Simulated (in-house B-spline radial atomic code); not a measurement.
# Au⁷⁵⁺: excited configurations

Aim: the energies of several excited configurations of Au⁷⁵⁺ above a reference configuration, each from its own self-consistent run.

Program: in-house B-spline radial atomic code version 1. Level of theory: Dirac-Hartree-Fock, average of configuration, Fermi nucleus, basis-set limit. These are calculated values, not measurements, unless marked.

**1. Starting point**

* element: gold (Z = 79)
* charge: +75
* electrons: 4
* configuration: [He] 2s2
* Hamiltonian: Dirac-Coulomb
* nucleus: Fermi, rms radius 5.437 fm

The outer shells:

[He] 2s2
```
[He] core
2s [↑↓]
```

Input settings:

```ini
Z = 79
electrons = 4.0
configuration = [He] 2s2
hamiltonian = dirac
method = hf
spin_polarised = False
nucleus = fermi
rms_radius = 5.4371
mass_number = 197
atomic_mass = 196.966570103
speed_of_light = 137.035999084
```

The reference is known from an earlier run: -8479.328443 hartree in all. Up to eight levels, counted from the top:

```
orbital  occupation  energy (eV)  <r> (bohr)
  1s1/2           2     -90874.0     0.01679
  2s1/2           2     -22548.4     0.06762
```

**2. [He] 2s1 4f1**

Input settings:

```ini
Z = 79
electrons = 4.0
configuration = [He] 2s1 4f1
hamiltonian = dirac
method = hf
spin_polarised = False
nucleus = fermi
rms_radius = 5.4371
mass_number = 197
atomic_mass = 196.966570103
speed_of_light = 137.035999084
```

**3. Run with [He] 2s1 4s1**

The settings differ from step 2 so:

```diff
@@ -2,3 +2,3 @@
 electrons = 4.0
-configuration = [He] 2s1 4f1
+configuration = [He] 2s1 4s1
 hamiltonian = dirac
```

**4. Configuration [He] 2s1 2p1**

The settings differ from step 3 so:

```diff
@@ -2,3 +2,3 @@
 electrons = 4.0
-configuration = [He] 2s1 4s1
+configuration = [He] 2s1 2p1
 hamiltonian = dirac
```

**5. Configuration [He] 2s1 3d1**

The settings differ from step 4 so:

```diff
@@ -2,3 +2,3 @@
 electrons = 4.0
-configuration = [He] 2s1 2p1
+configuration = [He] 2s1 3d1
 hamiltonian = dirac
```

**6. Configuration [He] 2s1 6s1**

The settings differ from step 5 so:

```diff
@@ -2,3 +2,3 @@
 electrons = 4.0
-configuration = [He] 2s1 3d1
+configuration = [He] 2s1 6s1
 hamiltonian = dirac
```

**Question.** How far above the reference does each configuration lie (order and size, in eV)?

As calculated:

| net move | configuration | energy above the reference (eV) | with Breit, QED, recoil (eV) | largest <r> (bohr) |
| --- | --- | --- | --- | --- |
| 2s → 2p | [He] 2s1 2p1 | 1571.66 | 1548.42 | 0.0676 |
| 2s → 3d | [He] 2s1 3d1 | 13657.6 | 13608.7 | 0.136 |
| 2s → 4s | [He] 2s1 4s1 | 17202.7 | 17158.4 | 0.288 |
| 2s → 4f | [He] 2s1 4f1 | 17597.8 | 17548.1 | 0.235 |
| 2s → 6s | [He] 2s1 6s1 | 20231.5 | 20183.3 | 0.667 |

Quantum defects of the promoted electron, δ = n − ζ/√(−2ε) with ζ = 76 and ε its orbital energy in hartree:

| promotion | δ |
| --- | --- |
| 2s → 3d | 0.027 |
| 2s → 4s | 0.257 |
| 2s → 4f | 0.016 |
| 2s → 6s | 0.221 |

**Reading.** The lowest of them is 2s → 2p at 1571.66 eV and the highest 2s → 6s at 20231.5 eV. Of those tabulated, the defect is largest for 4s (0.26) and least for 4f (0.02); at this charge much of the defect is relativistic. Two partly filled shells share a symmetry and can mix in the average, which may lower the energy, for: 2s → 4s; 2s → 6s. These are averages over configurations, without correlation, not spectroscopic levels.
